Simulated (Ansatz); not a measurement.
Born–Oppenheimer molecular dynamics of a periodic cell of 16 atoms, Fe (start crystal Fe, start structure bcc, volume 1.15 times the crystal's). It starts from a structure without forces on its atoms.

Theory: Ansatz 0.2.0, DFT PBE, scalar-relativistic, plane waves, PAW. Settings: accuracy low, cutoff 420 eV, k mesh 2x2x2, fermi-dirac smearing 0.36 eV, no spin polarisation.

- ensemble: NVT, Langevin thermostat
- time step: 3.38 fs
- steps asked: 80
- set temperature: 4200 K
- friction: 0.02 /fs
- seed: 273701

Frames 3.38 fs apart, positions in Å, forces in eV/Å.

Velocities at 202.8 fs (Å/ps):

```
Fe -0.28 4.04 0.31
Fe -8.69 -2.30 -1.68
Fe 8.20 -3.08 3.44
Fe -0.44 6.96 -0.64
Fe -4.69 -20.40 -5.51
Fe -4.82 1.89 -5.29
Fe 4.48 -2.91 16.46
Fe -6.48 0.41 -7.96
Fe -5.17 7.41 0.35
Fe -4.74 24.14 5.19
Fe -0.03 -3.74 -1.01
Fe 17.66 1.29 -3.14
Fe -7.04 -14.07 -4.29
Fe -6.44 1.86 -5.54
Fe -8.73 -9.53 4.39
Fe 6.58 4.96 2.66
```

```xyz
16
Lattice="6.0137 0.0000 0.0000 0.0000 6.0137 0.0000 0.0000 0.0000 6.0137" Properties=species:S:1:pos:R:3:forces:R:3 time_fs=202.8 energy_less_start_eV=7.475 T=3947
Fe -0.608 0.770 -0.188 2.26 -0.72 -1.00
Fe 2.897 0.190 -0.126 -0.20 -0.29 4.45
Fe 0.241 3.140 0.458 -0.79 -0.13 0.40
Fe -0.221 1.536 3.482 0.42 -4.03 -3.48
Fe 1.983 1.267 2.010 -0.43 0.29 -0.28
Fe 2.879 2.774 0.562 0.24 0.29 -0.58
Fe 2.561 0.163 3.968 -0.48 -1.11 -4.89
Fe 4.526 1.326 1.458 -1.09 1.16 2.50
Fe -1.225 3.568 3.653 0.79 -0.43 -2.99
Fe 1.599 4.582 1.399 0.01 1.16 -0.11
Fe 0.981 2.556 4.442 3.84 2.01 1.96
Fe 2.535 3.800 3.158 0.19 -0.56 0.23
Fe 4.493 4.453 1.562 -0.53 0.42 -0.61
Fe 3.978 1.595 4.362 -1.97 2.12 0.88
Fe 0.943 5.065 4.531 -1.34 -1.36 0.86
Fe 4.711 4.767 5.114 -0.92 1.20 2.67
16
Lattice="6.0137 0.0000 0.0000 0.0000 6.0137 0.0000 0.0000 0.0000 6.0137" Properties=species:S:1:pos:R:3:forces:R:3 time_fs=206.2 energy_less_start_eV=7.578 T=3988
Fe -0.613 0.777 -0.180 2.34 -0.61 -1.32
Fe 2.865 0.179 -0.126 0.01 -0.24 5.05
Fe 0.272 3.135 0.461 -0.72 -0.07 0.44
Fe -0.232 1.553 3.474 0.26 -3.82 -3.37
Fe 1.969 1.197 1.990 -0.42 0.43 -0.23
Fe 2.856 2.778 0.545 0.09 0.30 -0.45
Fe 2.576 0.146 4.009 -0.81 -1.40 -5.56
Fe 4.500 1.329 1.431 -1.17 1.28 2.74
Fe -1.242 3.586 3.648 1.07 -0.57 -2.84
Fe 1.582 4.660 1.415 0.04 0.86 -0.01
Fe 0.989 2.547 4.441 3.86 1.91 1.86
Fe 2.601 3.810 3.146 -0.45 -0.56 0.15
Fe 4.474 4.411 1.546 -0.47 0.45 -0.71
Fe 3.950 1.606 4.345 -1.65 2.20 0.92
Fe 0.920 5.029 4.547 -0.94 -1.24 0.65
Fe 4.734 4.783 5.121 -1.04 1.09 2.68
16
Lattice="6.0137 0.0000 0.0000 0.0000 6.0137 0.0000 0.0000 0.0000 6.0137" Properties=species:S:1:pos:R:3:forces:R:3 time_fs=209.6 energy_less_start_eV=7.511 T=3944
Fe -0.619 0.776 -0.164 2.43 -0.47 -1.67
Fe 2.832 0.165 -0.118 0.16 -0.21 5.02
Fe 0.299 3.127 0.458 -0.69 -0.05 0.50
Fe -0.246 1.561 3.455 0.33 -3.36 -2.92
Fe 1.950 1.130 1.967 -0.46 0.61 -0.14
Fe 2.831 2.779 0.531 0.00 0.33 -0.40
Fe 2.585 0.129 4.024 -0.97 -1.57 -5.68
Fe 4.463 1.328 1.406 -1.25 1.38 2.97
Fe -1.264 3.592 3.633 1.58 -0.65 -2.57
Fe 1.565 4.735 1.422 0.03 0.53 0.06
Fe 1.009 2.544 4.442 3.50 1.51 1.50
Fe 2.674 3.826 3.131 -1.26 -0.54 0.08
Fe 4.460 4.374 1.534 -0.38 0.52 -0.91
Fe 3.919 1.622 4.331 -1.37 2.06 1.01
Fe 0.896 4.989 4.573 -0.40 -1.07 0.48
Fe 4.764 4.792 5.122 -1.25 0.98 2.67
16
Lattice="6.0137 0.0000 0.0000 0.0000 6.0137 0.0000 0.0000 0.0000 6.0137" Properties=species:S:1:pos:R:3:forces:R:3 time_fs=212.9 energy_less_start_eV=7.435 T=5296
Fe -0.615 0.779 -0.143 2.35 -0.34 -1.92
Fe 2.799 0.149 -0.102 0.32 -0.25 4.43
Fe 0.318 3.108 0.458 -0.62 -0.04 0.56
Fe -0.254 1.567 3.435 0.37 -2.91 -2.38
Fe 1.925 1.067 1.945 -0.55 0.89 -0.02
Fe 2.807 2.774 0.522 -0.07 0.39 -0.38
Fe 2.584 0.137 4.026 -1.27 -1.85 -5.30
Fe 4.420 1.323 1.392 -1.26 1.40 3.03
Fe -1.290 3.592 3.599 2.38 -0.70 -2.01
Fe 1.549 4.814 1.427 -0.06 0.09 0.07
Fe 1.040 2.542 4.441 3.02 1.11 1.17
Fe 2.744 3.850 3.121 -2.33 -0.43 0.04
Fe 4.448 4.331 1.530 -0.25 0.66 -1.33
Fe 3.879 1.638 4.310 -0.92 1.93 1.15
Fe 0.860 4.944 4.608 0.46 -0.80 0.29
Fe 4.805 4.786 5.127 -1.59 0.86 2.59
16
Lattice="6.0137 0.0000 0.0000 0.0000 6.0137 0.0000 0.0000 0.0000 6.0137" Properties=species:S:1:pos:R:3:forces:R:3 time_fs=216.3 energy_less_start_eV=7.428 T=5610
Fe -0.603 0.784 -0.132 2.07 -0.18 -1.88
Fe 2.767 0.139 -0.074 0.53 -0.30 3.29
Fe 0.335 3.083 0.465 -0.57 -0.10 0.58
Fe -0.260 1.573 3.411 0.48 -2.39 -1.78
Fe 1.897 1.008 1.922 -0.66 1.37 0.19
Fe 2.775 2.747 0.509 -0.08 0.51 -0.37
Fe 2.571 0.161 4.013 -1.47 -2.06 -4.44
Fe 4.380 1.321 1.387 -1.10 1.31 2.79
Fe -1.312 3.599 3.547 3.53 -0.87 -1.10
Fe 1.529 4.887 1.441 -0.25 -0.51 0.04
Fe 1.088 2.537 4.443 2.41 0.66 0.78
Fe 2.805 3.877 3.115 -3.64 -0.24 0.02
Fe 4.450 4.276 1.531 -0.13 0.84 -2.05
Fe 3.832 1.662 4.281 -0.47 1.77 1.30
Fe 0.827 4.893 4.643 1.46 -0.54 0.12
Fe 4.854 4.774 5.133 -2.10 0.73 2.50
16
Lattice="6.0137 0.0000 0.0000 0.0000 6.0137 0.0000 0.0000 0.0000 6.0137" Properties=species:S:1:pos:R:3:forces:R:3 time_fs=219.7 energy_less_start_eV=7.659 T=5679
Fe -0.593 0.786 -0.142 1.72 0.07 -1.61
Fe 2.724 0.138 -0.037 0.84 -0.31 1.82
Fe 0.347 3.053 0.478 -0.52 -0.20 0.59
Fe -0.267 1.575 3.385 0.60 -1.89 -1.24
Fe 1.865 0.949 1.893 -0.77 2.22 0.64
Fe 2.746 2.706 0.488 -0.04 0.69 -0.34
Fe 2.553 0.182 3.990 -1.43 -2.09 -3.46
Fe 4.346 1.323 1.383 -0.82 1.14 2.42
Fe -1.338 3.610 3.485 4.95 -1.10 -0.01
Fe 1.508 4.953 1.464 -0.58 -1.43 -0.02
Fe 1.144 2.527 4.451 1.75 0.26 0.40
Fe 2.851 3.893 3.108 -5.15 0.01 -0.02
Fe 4.465 4.221 1.519 -0.05 1.03 -2.88
Fe 3.789 1.698 4.263 -0.24 1.43 1.43
Fe 0.801 4.845 4.682 2.58 -0.36 -0.08
Fe 4.904 4.771 5.132 -2.86 0.53 2.37
16
Lattice="6.0137 0.0000 0.0000 0.0000 6.0137 0.0000 0.0000 0.0000 6.0137" Properties=species:S:1:pos:R:3:forces:R:3 time_fs=223.1 energy_less_start_eV=8.225 T=5515
Fe -0.592 0.796 -0.153 1.38 0.31 -1.30
Fe 2.666 0.150 0.004 1.31 -0.31 0.14
Fe 0.348 3.018 0.496 -0.40 -0.29 0.54
Fe -0.273 1.574 3.365 0.63 -1.53 -0.82
Fe 1.834 0.893 1.868 -0.87 3.68 1.38
Fe 2.729 2.661 0.465 -0.04 0.93 -0.30
Fe 2.537 0.196 3.961 -1.21 -1.98 -2.57
Fe 4.308 1.329 1.394 -0.50 0.91 2.05
Fe -1.363 3.615 3.424 6.27 -1.31 1.11
Fe 1.489 5.017 1.493 -1.14 -2.94 -0.11
Fe 1.203 2.512 4.459 1.17 0.03 0.14
Fe 2.879 3.910 3.087 -6.49 0.25 -0.02
Fe 4.488 4.183 1.499 0.02 1.20 -3.61
Fe 3.748 1.740 4.263 -0.11 0.99 1.49
Fe 0.774 4.806 4.721 3.95 -0.28 -0.31
Fe 4.952 4.775 5.129 -3.96 0.32 2.19
16
Lattice="6.0137 0.0000 0.0000 0.0000 6.0137 0.0000 0.0000 0.0000 6.0137" Properties=species:S:1:pos:R:3:forces:R:3 time_fs=226.5 energy_less_start_eV=8.981 T=5301
Fe -0.603 0.819 -0.160 1.06 0.46 -1.04
Fe 2.608 0.184 0.046 1.88 -0.41 -1.80
Fe 0.353 2.990 0.520 -0.31 -0.39 0.50
Fe -0.269 1.575 3.352 0.60 -1.28 -0.49
Fe 1.804 0.842 1.851 -0.96 5.92 2.42
Fe 2.717 2.615 0.445 -0.04 1.28 -0.22
Fe 2.521 0.198 3.920 -0.83 -1.70 -1.64
Fe 4.266 1.341 1.423 -0.16 0.68 1.73
Fe -1.375 3.619 3.372 6.92 -1.43 1.87
Fe 1.469 5.074 1.526 -1.89 -5.16 -0.28
Fe 1.264 2.497 4.468 0.65 -0.10 -0.05
Fe 2.890 3.936 3.058 -7.08 0.38 0.03
Fe 4.516 4.160 1.473 0.04 1.29 -4.00
Fe 3.713 1.790 4.268 -0.06 0.42 1.46
Fe 0.753 4.765 4.755 5.38 -0.22 -0.52
Fe 4.992 4.785 5.128 -5.20 0.23 2.02
16
Lattice="6.0137 0.0000 0.0000 0.0000 6.0137 0.0000 0.0000 0.0000 6.0137" Properties=species:S:1:pos:R:3:forces:R:3 time_fs=229.8 energy_less_start_eV=9.694 T=3762
Fe -0.619 0.842 -0.168 0.84 0.56 -0.86
Fe 2.551 0.223 0.085 2.56 -0.63 -3.80
Fe 0.365 2.975 0.552 -0.26 -0.52 0.48
Fe -0.258 1.577 3.345 0.51 -1.14 -0.28
Fe 1.778 0.803 1.837 -1.06 8.60 3.70
Fe 2.705 2.577 0.421 0.07 1.66 -0.03
Fe 2.504 0.187 3.881 -0.47 -1.34 -0.86
Fe 4.232 1.346 1.455 0.10 0.53 1.48
Fe -1.373 3.617 3.330 6.73 -1.34 2.04
Fe 1.456 5.117 1.553 -2.70 -7.80 -0.44
Fe 1.312 2.490 4.486 0.21 -0.21 -0.23
Fe 2.884 3.966 3.043 -6.64 0.37 0.11
Fe 4.543 4.136 1.429 -0.12 1.21 -3.77
Fe 3.680 1.838 4.269 0.01 -0.06 1.35
Fe 0.748 4.720 4.781 6.20 -0.17 -0.61
Fe 5.017 4.796 5.129 -5.96 0.28 1.74
16
Lattice="6.0137 0.0000 0.0000 0.0000 6.0137 0.0000 0.0000 0.0000 6.0137" Properties=species:S:1:pos:R:3:forces:R:3 time_fs=233.2 energy_less_start_eV=9.882 T=3646
Fe -0.632 0.854 -0.168 0.70 0.64 -0.76
Fe 2.502 0.241 0.115 3.04 -0.86 -5.26
Fe 0.372 2.969 0.592 -0.15 -0.68 0.40
Fe -0.251 1.580 3.341 0.42 -1.06 -0.14
Fe 1.756 0.790 1.832 -1.21 10.25 4.54
Fe 2.695 2.543 0.398 0.24 1.96 0.23
Fe 2.489 0.168 3.845 -0.19 -1.01 -0.25
Fe 4.207 1.339 1.490 0.21 0.46 1.28
Fe -1.354 3.615 3.303 5.74 -1.10 1.68
Fe 1.443 5.135 1.578 -3.23 -9.38 -0.48
Fe 1.350 2.484 4.504 -0.22 -0.28 -0.38
Fe 2.865 3.999 3.039 -5.32 0.14 0.18
Fe 4.574 4.098 1.372 -0.46 1.02 -3.04
Fe 3.640 1.881 4.274 0.22 -0.35 1.14
Fe 0.756 4.677 4.803 6.29 -0.14 -0.55
Fe 5.028 4.808 5.126 -6.07 0.41 1.40
16
Lattice="6.0137 0.0000 0.0000 0.0000 6.0137 0.0000 0.0000 0.0000 6.0137" Properties=species:S:1:pos:R:3:forces:R:3 time_fs=236.6 energy_less_start_eV=9.569 T=4158
Fe -0.646 0.866 -0.159 0.61 0.62 -0.73
Fe 2.451 0.252 0.137 3.20 -1.17 -6.14
Fe 0.375 2.969 0.631 0.06 -0.90 0.31
Fe -0.250 1.582 3.332 0.33 -0.99 -0.02
Fe 1.739 0.803 1.832 -1.44 10.45 4.89
Fe 2.679 2.510 0.382 0.51 2.24 0.54
Fe 2.471 0.150 3.808 0.00 -0.72 0.27
Fe 4.187 1.321 1.529 0.23 0.42 1.10
Fe -1.329 3.613 3.291 4.45 -0.82 1.20
Fe 1.426 5.136 1.605 -3.41 -9.42 -0.43
Fe 1.386 2.479 4.519 -0.72 -0.32 -0.55
Fe 2.831 4.034 3.034 -3.70 -0.27 0.25
Fe 4.616 4.050 1.312 -0.89 0.83 -2.15
Fe 3.599 1.918 4.290 0.61 -0.52 0.83
Fe 0.774 4.635 4.824 5.61 -0.01 -0.37
Fe 5.022 4.816 5.125 -5.46 0.59 1.02
16
Lattice="6.0137 0.0000 0.0000 0.0000 6.0137 0.0000 0.0000 0.0000 6.0137" Properties=species:S:1:pos:R:3:forces:R:3 time_fs=240.0 energy_less_start_eV=8.967 T=4225
Fe -0.656 0.884 -0.138 0.55 0.48 -0.75
Fe 2.397 0.274 0.147 2.99 -1.69 -6.42
Fe 0.371 2.969 0.668 0.45 -1.15 0.16
Fe -0.246 1.586 3.328 0.25 -0.97 0.04
Fe 1.732 0.832 1.835 -1.67 9.32 4.92
Fe 2.662 2.471 0.364 0.83 2.63 0.90
Fe 2.446 0.136 3.778 0.09 -0.50 0.62
Fe 4.171 1.299 1.575 0.19 0.39 0.92
Fe -1.305 3.607 3.282 3.37 -0.58 1.01
Fe 1.396 5.118 1.630 -3.21 -8.02 -0.42
Fe 1.417 2.477 4.526 -1.23 -0.37 -0.71
Fe 2.787 4.065 3.033 -2.32 -0.70 0.31
Fe 4.665 3.999 1.269 -1.37 0.83 -1.55
Fe 3.561 1.942 4.304 1.12 -0.63 0.46
Fe 0.808 4.590 4.839 4.08 0.29 -0.09
Fe 4.996 4.828 5.127 -4.13 0.68 0.60
```

Of the whole run (270 fs, mean temperature of the second half 4414 K): A run of 0.27 ps of so small a system gives no equilibrium averages. Spin polarisation was left off. Limits of this set-up: coarse k mesh, magnetic elements without spin, low accuracy level.

Time of the run: 13 min on 2 threads of Arm Neoverse V2, with other jobs on the host, peak memory 0.99 GiB.
